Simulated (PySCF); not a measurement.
# H3LaO3 (La(OH)3-): the cost of one run

Method: PBE0, La lcecp-0-SVP with ECP47, O def2-SVP, H def2-SVP; scalar-relativistic core potentials, no spin–orbit coupling; program: PySCF 2.14.0.

1 further run of the same task is left out (for a known fault of the program).

## Step 1: The starting structure

7 atoms, charge -1, spin multiplicity 1.

Bond lengths: La1–O2 2.394 Å, La1–O4 2.394 Å, La1–O6 2.394 Å, O2–H3 0.966 Å, O4–H5 0.966 Å, O6–H7 0.966 Å. Angles: O2–La1–O4 120.0°, O2–La1–O6 120.0°, O4–La1–O6 120.0°, La1–O2–H3 158.7°, La1–O4–H5 158.7°, La1–O6–H7 158.7°.

Geometry (Å):

```tsv
atom	x (Å)	y (Å)	z (Å)
La1	0.00000	0.00000	0.00000
O2	2.39360	0.00000	0.00000
H3	3.29360	0.00000	0.35000
O4	-1.19680	2.07290	0.00000
H5	-1.64680	2.85230	0.35000
O6	-1.19680	-2.07290	0.00000
H7	-1.64680	-2.85230	0.35000
```

Formal oxidation states: La +2. Each metal's 1 4f electrons lie in its core potential, so multiplicities, spins and levels count the valence alone. For divalent La, Ce, Gd or Lu the extra electron is normally 5d or 6s, so this core forces an excited configuration.

## Step 2: SCF at the start, singlet

File run.py (the lines that set the calculation):

```python
mol = gto.M(atom='''
La     0.00000     0.00000     0.00000
O      2.39360     0.00000     0.00000
H      3.29360     0.00000     0.35000
O     -1.19680     2.07290     0.00000
H     -1.64680     2.85230     0.35000
O     -1.19680    -2.07290     0.00000
H     -1.64680    -2.85230     0.35000''',
    basis={'La': 'lcecp-0-SVP', 'O': 'def2-SVP', 'H': 'def2-SVP'},
    ecp={'La': 'lcecp-0-SVP'},
    charge=-1, spin=0)
mf = dft.RKS(mol, xc='PBE0')
mf.grids.atom_grid = (50, 194)  # f atoms: unpruned, at least (60, 302)
mf = mf.density_fit()  # fitting sets: La AutoAux, O def2-universal-JKFIT, H def2-universal-JKFIT
mf.conv_tol = 1e-08; mf.max_cycle = 55
mf.kernel(dm0)  # dm0: free metal ions and neutral atoms
```

Run with:

```bash
> OMP_NUM_THREADS=2 python run.py
```

What time and memory should one allow on 2 threads of Arm Neoverse V1, shared host?

About 3.1 s, with a peak of 0.51 GiB.
